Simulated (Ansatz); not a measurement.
Write a Python script for Ansatz 0.2.0, Python API that makes an active-space calculation of HKS, SMILES [SH][K]. Level of theory (for the species named): Hartree-Fock, def2-SVP basis, multiplicity 1.

The script reads `hks.xyz`:
```text
3

S    -0.59370   -0.75010   -0.41470
K     1.69800    0.05580    0.93810
H    -1.11530    0.62950   -0.53670
```

`hks_cas.py`:
```python
"""Static correlation in HKS: natural occupations of an active space."""

import ansatz as az


def main() -> None:
    geometry = az.Crystal.molecule_from_extxyz("hks.xyz")

    calculation = geometry.calculation().basis(gaussian="def2-SVP").correlation(active_electrons=4, active_orbitals=4)
    for method in [None, "sc_nevpt2"]:
        r = (calculation if method is None else calculation.correlation(method)).run().report
        space = r["configurations"]
        state = space["states"][0]
        print(method or "casscf", f"total {r['free_energy_ev'] / 27.211386246:.6f} Ha, active-space state {state['energy']['hartree']:.6f} Ha, mean field {r['reference_energy_ev'] / 27.211386246:.6f} Ha")
        print("  determinants", state["n_determinants"], " natural occupations", [round(n, 3) for n in space["natural_occupations"]])


if __name__ == "__main__":
    main()
```

```console
$ python hks_cas.py
casscf total -997.120276 Ha, active-space state -997.120276 Ha, mean field -997.091254 Ha
  determinants 36  natural occupations [1.989, 1.963, 0.037, 0.01]
sc_nevpt2 total -997.275513 Ha, active-space state -997.120252 Ha, mean field -997.091254 Ha
  determinants 36  natural occupations [1.989, 1.963, 0.037, 0.01]
```

What to keep in mind:
- Total energies depend on the basis set; only differences at equal settings carry meaning.
- The geometry is a force-field or estimated start, not a minimum of this method, and the basis set is short of its limit. The active space starts as a window about the frontier orbitals and is then optimised, not chosen by chemistry.
- Timing: 3.3 s on 1 thread of Arm Neoverse V1, with other jobs on the host, peak memory 0.15 GiB.
